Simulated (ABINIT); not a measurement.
# SnSe2 (P-3m1) in ABINIT: a series of runs

One crystal, SnSe2, is run at these levels: PBE, LDA, PBEsol, RPBE, BLYP; tasks: band structure.

Everything below comes from runs of ABINIT 10.8.3 (patched build). Logs are shortened: lines on timing, memory, paths and dates and some standing lists are left out, and cuts for length are marked. The log counts tension as positive stress, the text compression.

**1. Starting point**

The structure is trigonal, space group P-3m1 (No. 164). Conventional cell: a = 3.811 Å, b = 3.811 Å, c = 6.136 Å, α = 90.00°, β = 90.00°, γ = 120.00°. Sn (site symmetry -3m) has 6 Se at 2.68 Å as nearest neighbours. Se (site symmetry 3m) has 3 Sn at 2.68 Å as nearest neighbours.

**2. Band structure, PBE**

run.abi reads:

```
# Datasets: ground state, then fixed potential
ndtset 2

# Pseudopotentials
pp_dirpath "./"
pseudos "Sn.GGA_PBE-JTH.xml, Se.GGA_PBE-JTH.xml"

# Structure
acell 3*1.0
rprim
     7.2017462609     0.0000000000     0.0000000000
    -3.6008731305     6.2368952135     0.0000000000
     0.0000000000     0.0000000000    11.5953595007
ntypat 2
znucl 50 34
natom 3
typat 1 2 2
xred
     0.0000000000     0.0000000000     0.0000000000
     0.6666666667     0.3333333333     0.7510000000
     0.3333333333     0.6666666667     0.2490000000

# Plane-wave basis
ecut 707.496042 eV
pawecutdg 48.0
pawxcdev 0

# Exchange and correlation
ixc 11

# Bands and occupations
occopt 3
tsmear 0.00183747

# SCF cycle
nstep 100

# Output
iomode 3
prtwf 0
prteig 0
prtebands 0
enunit 1
prtden1 1
prtvha1 1
prtvclmb1 1
prtpot1 1

# Dataset 1
kptopt1 1
ngkpt1 8 8 5
nshiftk1 1
shiftk1 0.0 0.0 0.0
nband1 17
tolvrs1 1.0e-9

# Dataset 2: bands along G-M-K-G-A-L-H-A
iscf2 -2
getden2 1
nband2 23
nbdbuf2 4
tolwfr2 1.0e-11
kptopt2 -7
ndivsm2 6
prteig2 1
prtvol2 -3
kptbounds2
     0.0000000000     0.0000000000     0.0000000000
     0.5000000000     0.0000000000     0.0000000000
     0.3333333333     0.3333333333     0.0000000000
     0.0000000000     0.0000000000     0.0000000000
     0.0000000000     0.0000000000     0.5000000000
     0.5000000000     0.0000000000     0.5000000000
     0.3333333333     0.3333333333     0.5000000000
     0.0000000000     0.0000000000     0.5000000000
```

Potentials or basis: JTH PAW PBE v2.0.

The run is started by

```console
$ abinit run.abi > log 2>&1
```

run.abo:

```text
.Version 10.8.3 of ABINIT
 DATASET    1 : space group P-3 m 1 (#164); Bravais hP (primitive hexag.)
================================================================================
 Values of the parameters that define the memory need for DATASET  1.
     intxc =       0    ionmov =       0      iscf =      17    lmnmax =      18
     lnmax =       6     mgfft =      54  mpssoang =       3    mqgrid =    3617
     natom =       3  nloc_mem =       2    nspden =       1   nspinor =       1
    nsppol =       1      nsym =      12    n1xccc =       1    ntypat =       2
    occopt =       3   xclevel =       2
       mpw =        3316          nfft =       69984          nkpt =          40
 PAW method is used; the additional fine FFT grid is defined by:
   mgfftf=        75    nfftf =    172800
================================================================================
================================================================================

 DATASET    2 : space group P-3 m 1 (#164); Bravais hP (primitive hexag.)
================================================================================
 Values of the parameters that define the memory need for DATASET  2.
     intxc =       0    ionmov =       0      iscf =      -2    lmnmax =      18
     lnmax =       6     mgfft =      54  mpssoang =       3    mqgrid =    3617
     natom =       3  nloc_mem =       2    nspden =       1   nspinor =       1
    nsppol =       1      nsym =      12    n1xccc =       1    ntypat =       2
    occopt =       3   xclevel =       2
       mpw =        3329          nfft =       69984          nkpt =          67
 PAW method is used; the additional fine FFT grid is defined by:
   mgfftf=        75    nfftf =    172800
================================================================================
================================================================================

--------------------------------------------------------------------------------
------------- Echo of variables that govern the present computation ------------
--------------------------------------------------------------------------------
 -outvars: echo values of preprocessed input variables --------
            acell      1.0000000000E+00  1.0000000000E+00  1.0000000000E+00 Bohr
              amu      1.18710000E+02  7.89600000E+01
             ecut      2.60000000E+01 Hartree
           enunit           1
           getden1          0
           getden2          1
             iscf1         17
             iscf2         -2
              ixc          11
           jdtset        1    2
           kptopt1          1
           kptopt2         -7
         kptrlatt        8    0    0      0    8    0      0    0    5
          kptrlen1     5.76139701E+01
          kptrlen2     3.00000000E+01
            natom           3
            nband1         17
            nband2         23
           nbdbuf1          0
           nbdbuf2          4
           ndtset           2
           ndivsm1          0
           ndivsm2          6
            ngfft          36      36      54
          ngfftdg          48      48      75
             nkpt1         40
             nkpt2         67
            nstep         100
             nsym          12
           ntypat           2
           occopt           3
        pawecutdg      4.80000000E+01 Hartree
         pawxcdev           0
        prtebands           0
           prteig1          0
           prteig2          1
           prtpot1          1
           prtpot2          0
         prtvclmb1          1
         prtvclmb2          0
           prtvha1          1
           prtvha2          0
           prtvol1          0
           prtvol2         -3
[... 275 lines left out ...]
  2.91E-12  2.82E-12  8.98E-12  7.00E-12  7.31E-12  5.26E-12  3.77E-12  2.95E-12
  1.51E-12  7.16E-12  9.00E-12  1.00E-10  1.39E-07  3.54E-06  6.29E-07
 -7.1334E-01 -7.1334E-01 -7.1212E-01 -7.1152E-01 -7.1152E-01 -4.4623E-01
 -3.8108E-01 -1.5469E-01  4.2317E-02  4.2317E-02  5.3961E-02  5.3961E-02
  6.7730E-02  1.0845E-01  1.7651E-01  2.3918E-01  2.3918E-01  3.6841E-01
  3.9854E-01  3.9854E-01  4.2224E-01  4.4367E-01  4.6639E-01
 Non-SCF case, kpt    2 (  0.04545  0.00000  0.00000), residuals and eigenvalues=
  9.87E-12  5.28E-12  9.15E-12  5.20E-12  7.91E-12  7.15E-12  4.86E-12  6.82E-12
  5.62E-12  7.20E-12  8.24E-12  6.58E-12  8.05E-12  6.87E-12  5.50E-12  6.10E-12
[... 511 lines left out ...]
  9.89E-12  7.82E-12  8.74E-12  7.08E-12  7.76E-12  9.24E-12  3.91E-12  5.44E-12
  3.44E-12  4.11E-12  7.85E-12  4.22E-12  9.63E-11  1.99E-07  8.39E-06
 -7.1337E-01 -7.1330E-01 -7.1209E-01 -7.1154E-01 -7.1152E-01 -4.3920E-01
 -3.9295E-01 -1.2156E-01 -6.7583E-03  3.4136E-02  3.6408E-02  5.5111E-02
  5.9650E-02  1.5932E-01  1.8155E-01  2.3097E-01  2.3150E-01  3.6381E-01
  3.7037E-01  3.7948E-01  4.1181E-01  4.6916E-01  4.8222E-01
 Non-SCF case, kpt   67 (  0.00000  0.00000  0.50000), residuals and eigenvalues=
  3.80E-12  4.02E-12  6.00E-12  5.23E-12  6.73E-12  6.35E-12  5.01E-12  8.80E-12
  9.07E-12  7.60E-12  5.19E-12  3.75E-12  3.90E-12  5.60E-12  5.18E-12  1.92E-12
  4.71E-12  9.56E-12  2.11E-12  8.38E-12  3.03E-11  5.76E-07  5.34E-06
 -7.1333E-01 -7.1333E-01 -7.1212E-01 -7.1152E-01 -7.1152E-01 -4.3993E-01
 -3.9350E-01 -1.2080E-01 -7.1333E-03  3.9041E-02  3.9041E-02  5.9586E-02
  5.9586E-02  1.5837E-01  1.7565E-01  2.2906E-01  2.2906E-01  3.6893E-01
  3.7759E-01  3.7759E-01  3.9914E-01  4.6838E-01  4.8716E-01

--- !ResultsGS
iteration_state: {dtset: 2, }
comment   : Summary of ground state results
lattice_vectors:
- [  7.2017463,   0.0000000,   0.0000000, ]
- [ -3.6008731,   6.2368952,   0.0000000, ]
- [  0.0000000,   0.0000000,  11.5953595, ]
lattice_lengths: [   7.20175,    7.20175,   11.59536, ]
lattice_angles: [ 90.000,  90.000, 120.000, ] # degrees, (23, 13, 12)
lattice_volume:   5.2082339E+02
convergence: {deltae:  0.000E+00, res2:  0.000E+00, residm:  9.975E-12, diffor:  0.000E+00, }
etotal    :  -8.89043416E+01
entropy   :   0.00000000E+00
fermie    :   8.35839293E-02
cartesian_stress_tensor: null
pressure_GPa: null
xred      :
- [  0.0000E+00,   0.0000E+00,   0.0000E+00, Sn]
- [  6.6667E-01,   3.3333E-01,   7.5100E-01, Se]
- [  3.3333E-01,   6.6667E-01,   2.4900E-01, Se]
cartesian_forces: null
force_length_stats: {min: null, max: null, mean: null, }
...

 Integrated electronic density in atomic spheres:
 ------------------------------------------------
 Atom  Sphere_radius  Integrated_density
    1        2.51086         11.91318345
    2        2.21132          3.94814432
    3        2.21132          3.94814432

================================================================================

 ----iterations are completed or convergence reached----

 Mean square residual over all n,k,spin=   59.672E-13; max=  99.754E-13
 reduced coordinates (array xred) for    3 atoms
       0.000000000000      0.000000000000      0.000000000000
       0.666666666667      0.333333333333      0.751000000000
       0.333333333333      0.666666666667      0.249000000000

 cartesian coordinates (angstrom) at end:
    1      0.00000000000000     0.00000000000000     0.00000000000000
    2      1.90549999868555     1.10014093717839     4.60813599687231
    3     -0.00000000001764     2.20028187435677     1.52786399896299
 length scales=  1.000000000000  1.000000000000  1.000000000000 bohr
              =  0.529177210544  0.529177210544  0.529177210544 angstroms
 Eigenvalues (   eV  ) for nkpt=  67  k points:
 kpt#   1, nband= 23, wtk=  1.00000, kpt=  0.0000  0.0000  0.0000 (reduced coord)
 -19.41085  -19.41085  -19.37789  -19.36154  -19.36154  -12.14266  -10.36969   -4.20943
   1.15151    1.15151    1.46836    1.46836    1.84303    2.95107    4.80303    6.50853
   6.50853   10.02484   10.84495   10.84495   11.48962   12.07299   12.69121
 kpt#   2, nband= 23, wtk=  1.00000, kpt=  0.0455  0.0000  0.0000 (reduced coord)
 -19.41187  -19.41007  -19.37729  -19.36211  -19.36147  -12.12183  -10.35563   -4.20447
   0.82737    1.02371    1.37021    1.55006    1.85977    3.18457    4.95872    6.42136
   6.55420   10.11780   10.53427   10.87524   11.48165   11.97846   12.54807
 kpt#   3, nband= 23, wtk=  1.00000, kpt=  0.0909  0.0000  0.0000 (reduced coord)
 -19.41480  -19.40775  -19.37547  -19.36353  -19.36109  -12.05967  -10.31453   -4.19289
   0.21902    0.78295    1.04328    1.65840    1.86619    3.65065    5.30853    6.26569
   6.68189    9.96790   10.32438   10.95103   11.34036   11.71611   12.38699
 kpt#   4, nband= 23, wtk=  1.00000, kpt=  0.1364  0.0000  0.0000 (reduced coord)
 -19.41981  -19.40437  -19.37288  -19.36534  -19.36035  -11.95727  -10.24978   -4.18547
  -0.43139    0.51358    0.60801    1.72551    1.84371    4.05393    5.51844    6.39353
   6.86425    9.43881   10.32054   11.04407   11.24476   11.64014   12.40947
 kpt#   5, nband= 23, wtk=  1.00000, kpt=  0.1818  0.0000  0.0000 (reduced coord)
[... 237 lines left out ...]
  -0.21888    0.23977    0.37405    1.11968    1.49754    4.30974    5.64961    6.81044
   6.89522    8.93893   10.15592   10.74107   11.40423   12.76653   13.33229
 kpt#  65, nband= 23, wtk=  1.00000, kpt=  0.0513  0.0513  0.5000 (reduced coord)
 -19.41450  -19.40795  -19.37535  -19.36346  -19.36103  -11.89282  -10.64805   -3.37249
  -0.16584    0.61536    0.73144    1.28715    1.58964    4.35572    5.29667    6.47391
   6.51594    9.38409   10.14410   10.48524   11.50100   12.81030   13.04165
 kpt#  66, nband= 23, wtk=  1.00000, kpt=  0.0256  0.0256  0.5000 (reduced coord)
 -19.41169  -19.41000  -19.37709  -19.36193  -19.36135  -11.95135  -10.69259   -3.30773
  -0.18390    0.92888    0.99072    1.49964    1.62315    4.33544    4.94033    6.28515
   6.29935    9.89987   10.07820   10.32622   11.20597   12.76660   13.12180
 kpt#  67, nband= 23, wtk=  1.00000, kpt=  0.0000  0.0000  0.5000 (reduced coord)
 -19.41081  -19.41081  -19.37765  -19.36145  -19.36145  -11.97098  -10.70773   -3.28721
  -0.19411    1.06236    1.06236    1.62142    1.62142    4.30942    4.77957    6.23317
   6.23317   10.03901   10.27469   10.27469   10.86105   12.74518   13.25621

== END DATASET(S) ==============================================================
================================================================================

 -outvars: echo values of variables after computation  --------
            acell      1.0000000000E+00  1.0000000000E+00  1.0000000000E+00 Bohr
           etotal1    -8.8904341608E+01
            fcart1    -0.0000000000E+00 -0.0000000000E+00 -0.0000000000E+00
                       1.4955512875E-28 -2.5903708153E-28 -1.5363306965E-02
                      -1.4955512875E-28  2.5903708153E-28  1.5363306965E-02
            rprim      7.2017462609E+00  0.0000000000E+00  0.0000000000E+00
                      -3.6008731305E+00  6.2368952135E+00  0.0000000000E+00
                       0.0000000000E+00  0.0000000000E+00  1.1595359501E+01
           strten1    -1.6510942618E-04 -1.6510942605E-04 -2.1553800750E-04
                       0.0000000000E+00  0.0000000000E+00  6.6379825007E-14
           xangst      0.0000000000E+00  0.0000000000E+00  0.0000000000E+00
                       1.9054999987E+00  1.1001409372E+00  4.6081359969E+00
                      -1.7639782332E-11  2.2002818744E+00  1.5278639990E+00
             xred      0.0000000000E+00  0.0000000000E+00  0.0000000000E+00
                       6.6666666667E-01  3.3333333333E-01  7.5100000000E-01
                       3.3333333333E-01  6.6666666667E-01  2.4900000000E-01
 Calculation completed.
```

It took 2.8 min on 1 thread of Arm Neoverse V1, shared host; peak memory 0.21 GiB.

What came out:

```
Free energy                                           : -2419.2104 eV
Pressure                                              : 5.4 GPa
Largest force                                         : 0.790 eV/Å
Band gap on the k mesh                                : 0.81 eV, indirect (least direct gap 1.11 eV)
Band gap along the path                               : 0.84 eV, indirect (least direct gap 1.11 eV)
Valence electrons inside the program's atomic spheres : Sn 11.91; Se 3.95
```

Forces in eV/Å, atoms in the order of the input:
```
Sn   0.000  0.000  0.000
Se   0.000  0.000 -0.790
Se   0.000  0.000  0.790
```

Levels at the corners of the path, in eV from the valence-band top:
| point | band 10 | band 11 | band 12 | band 13 | band 14 | band 15 | band 16 | band 17 |
| --- | --- | --- | --- | --- | --- | --- | --- | --- |
| Γ | -0.74 | -0.42 | -0.42 | -0.05 | 1.06 | 2.91 | 4.62 | 4.62 |
| M | -2.94 | -2.72 | -1.23 | -0.34 | 1.12 | 3.76 | 5.42 | 5.46 |
| K | -3.74 | -3.39 | -1.56 | -1.56 | 1.39 | 6.63 | 6.63 | 7.20 |
| Γ | -0.74 | -0.42 | -0.42 | -0.05 | 1.06 | 2.91 | 4.62 | 4.62 |
| A | -0.83 | -0.83 | -0.27 | -0.27 | 2.42 | 2.89 | 4.34 | 4.34 |
| L | -2.55 | -2.03 | -0.87 | -0.73 | 0.84 | 4.23 | 4.81 | 5.82 |
| H | -4.25 | -3.76 | -0.40 | -0.40 | 2.52 | 4.71 | 4.71 | 6.22 |
| A | -0.83 | -0.83 | -0.27 | -0.27 | 2.42 | 2.89 | 4.34 | 4.34 |

Caveat: spin-orbit coupling is left out, which moves the levels of the heavy elements; this functional lacks dispersion, which binds the layers, so the pressure and a relaxed spacing across them are unreliable.

**3. Band structure, LDA**

Edit run.abi of step 2 so:

```diff
@@ -25,6 +25,5 @@
 pawecutdg 48.0
-pawxcdev 0
 
 # Exchange and correlation
-ixc 11
+ixc 7
```

Potentials or basis: JTH PAW PBE v2.0.

The run is started by

```console
$ abinit run.abi > log 2>&1
```

run.abo:

```text
.Version 10.8.3 of ABINIT
 DATASET    1 : space group P-3 m 1 (#164); Bravais hP (primitive hexag.)
================================================================================
 Values of the parameters that define the memory need for DATASET  1.
     intxc =       0    ionmov =       0      iscf =      17    lmnmax =      18
     lnmax =       6     mgfft =      54  mpssoang =       3    mqgrid =    3617
     natom =       3  nloc_mem =       2    nspden =       1   nspinor =       1
    nsppol =       1      nsym =      12    n1xccc =       1    ntypat =       2
    occopt =       3   xclevel =       1
       mpw =        3316          nfft =       69984          nkpt =          40
 PAW method is used; the additional fine FFT grid is defined by:
   mgfftf=        75    nfftf =    172800
================================================================================
================================================================================

 DATASET    2 : space group P-3 m 1 (#164); Bravais hP (primitive hexag.)
================================================================================
 Values of the parameters that define the memory need for DATASET  2.
     intxc =       0    ionmov =       0      iscf =      -2    lmnmax =      18
     lnmax =       6     mgfft =      54  mpssoang =       3    mqgrid =    3617
     natom =       3  nloc_mem =       2    nspden =       1   nspinor =       1
    nsppol =       1      nsym =      12    n1xccc =       1    ntypat =       2
    occopt =       3   xclevel =       1
       mpw =        3329          nfft =       69984          nkpt =          67
 PAW method is used; the additional fine FFT grid is defined by:
[... 1167 lines left out ...]
  -0.50413    0.32042    0.43998    0.99937    1.31869    3.95062    4.86270    6.06258
   6.12346    9.00362    9.74445   10.17736   11.02255   12.36488   12.64472
 kpt#  66, nband= 23, wtk=  1.00000, kpt=  0.0256  0.0256  0.5000 (reduced coord)
 -19.55636  -19.55461  -19.51623  -19.50153  -19.50092  -12.29778  -11.03549   -3.70526
  -0.52279    0.63669    0.70035    1.22457    1.35529    3.92106    4.49472    5.88586
   5.90608    9.53463    9.65607   10.01994   10.74097   12.32233   12.65420
 kpt#  67, nband= 23, wtk=  1.00000, kpt=  0.0000  0.0000  0.5000 (reduced coord)
 -19.55542  -19.55542  -19.51681  -19.50105  -19.50105  -12.31747  -11.05071   -3.68418
  -0.53317    0.77144    0.77144    1.35497    1.35497    3.89029    4.32671    5.83953
   5.83953    9.60837    9.96839    9.96839   10.34856   12.30401   12.73925

== END DATASET(S) ==============================================================
================================================================================

 -outvars: echo values of variables after computation  --------
            acell      1.0000000000E+00  1.0000000000E+00  1.0000000000E+00 Bohr
           etotal1    -8.9211927466E+01
            fcart1    -2.4925854791E-29 -1.2951854076E-28 -0.0000000000E+00
                       2.7418440271E-28  2.1586423461E-28 -9.6308080450E-03
                      -2.4925854791E-28 -8.6345693844E-29  9.6308080450E-03
            rprim      7.2017462609E+00  0.0000000000E+00  0.0000000000E+00
                      -3.6008731305E+00  6.2368952135E+00  0.0000000000E+00
                       0.0000000000E+00  0.0000000000E+00  1.1595359501E+01
           strten1    -4.0677238245E-06 -4.0677236919E-06 -5.9909753899E-05
                       0.0000000000E+00  0.0000000000E+00  6.7671978136E-14
           xangst      0.0000000000E+00  0.0000000000E+00  0.0000000000E+00
                       1.9054999987E+00  1.1001409372E+00  4.6081359969E+00
                      -1.7639782332E-11  2.2002818744E+00  1.5278639990E+00
             xred      0.0000000000E+00  0.0000000000E+00  0.0000000000E+00
                       6.6666666667E-01  3.3333333333E-01  7.5100000000E-01
                       3.3333333333E-01  6.6666666667E-01  2.4900000000E-01
 Calculation completed.
```

Wall time 2.8 min (1 thread of Arm Neoverse V1, shared host); peak memory 0.18 GiB.

What came out:

- Free energy: -2427.5802 eV
- Pressure: 0.7 GPa
- Largest force: 0.495 eV/Å
- Band gap on the k mesh: 0.67 eV, indirect (least direct gap 0.88 eV)
- Band gap along the path: 0.70 eV, indirect (least direct gap 0.88 eV)
- Valence electrons inside the program's atomic spheres: Sn 11.95; Se 3.94

Forces in eV/Å, atoms in the order of the input:
```
Sn   0.000  0.000  0.000
Se   0.000  0.000 -0.495
Se   0.000  0.000  0.495
```

Levels at the corners of the path, in eV from the valence-band top:
```tsv
point	band 10	band 11	band 12	band 13	band 14	band 15	band 16	band 17
Γ	-0.76	-0.42	-0.42	-0.05	0.83	2.75	4.50	4.50
M	-2.99	-2.75	-1.29	-0.33	1.01	3.59	5.29	5.34
K	-3.78	-3.42	-1.60	-1.60	1.24	6.51	6.51	7.07
Γ	-0.76	-0.42	-0.42	-0.05	0.83	2.75	4.50	4.50
A	-0.84	-0.84	-0.26	-0.26	2.27	2.71	4.22	4.22
L	-2.58	-2.06	-0.90	-0.74	0.70	4.06	4.66	5.76
H	-4.30	-3.81	-0.41	-0.41	2.40	4.55	4.55	6.06
A	-0.84	-0.84	-0.26	-0.26	2.27	2.71	4.22	4.22
```

Caveat: the PAW data sets were made with another functional, which shifts forces and pressure a little; spin-orbit coupling is left out, which moves the levels of the heavy elements.

[end of part 1 of 3]
